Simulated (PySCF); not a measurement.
# C4H13GeN (GeH3(NHtBu)): the cost of one run

Programs: PySCF 2.14.0, with density-fitted response routines of our own. Each step states its level of theory. These are calculated values for one molecule in the gas phase, unless marked as measured. Atoms are numbered from 0 throughout.

### Step 1. Starting geometry

19 atoms, charge 0, multiplicity 1; geometry from: GFN2-xTB. The atoms were then displaced at random by about 0.03 Å, so the start is not that level's minimum.

Bonds of the start (Å): Ge0–H1 1.50, Ge0–H2 1.37, Ge0–H3 1.59, Ge0–N4 1.82, N4–C5 1.42, N4–H9 1.04, C5–C6 1.56, C5–C7 1.51, C5–C8 1.50, C6–H10 1.07, C6–H11 1.09, C6–H12 0.98, C7–H13 1.06, C7–H14 1.10, C7–H15 1.15, C8–H16 1.11, C8–H17 1.09, C8–H18 1.15.

### Step 2. Optimising the geometry at PBE0-D3(BJ)/def2-SVP

What the job is given:

```
{"job": {"xc": "PBE0", "basis": "def2-SVP", "d3": "d3bj", "grid": 1, "maxiter": 40, "shake": 0.03, "kind": "geom"}, "charge": 0, "multiplicity": 1}
Ge     1.083730     1.322670     1.711750
H      0.694330     1.511620     3.147690
H      2.387520     0.983030     1.481770
H      0.935990     2.755040     1.032280
N     -0.058980     0.048540     1.088820
C     -0.255070    -0.332290    -0.269440
C      1.139990    -0.360540    -0.961320
C     -0.782590    -1.747090    -0.271000
C     -1.204130     0.617890    -0.939060
H     -0.936720     0.004800     1.650200
H      0.990650    -0.747870    -1.947830
H      1.528790     0.660960    -0.987400
H      1.722560    -0.948130    -0.435550
H     -0.217310    -2.425540     0.307910
H     -0.961340    -2.164120    -1.270790
H     -1.803750    -1.729150     0.253650
H     -0.785060     1.645190    -0.997970
H     -2.197710     0.635890    -0.487620
H     -1.343650     0.262550    -2.021510
```

Launch:

```bash
$ OMP_NUM_THREADS=1 python probes_run.py task.json out
```

The driver reads the jobs from task.json and runs them one after another.

**Question.** How long does this first job take on 1 thread of Arm Neoverse V1, shared host, and how much memory does it need?

About 1.7 min, with a peak of 0.69 GiB.
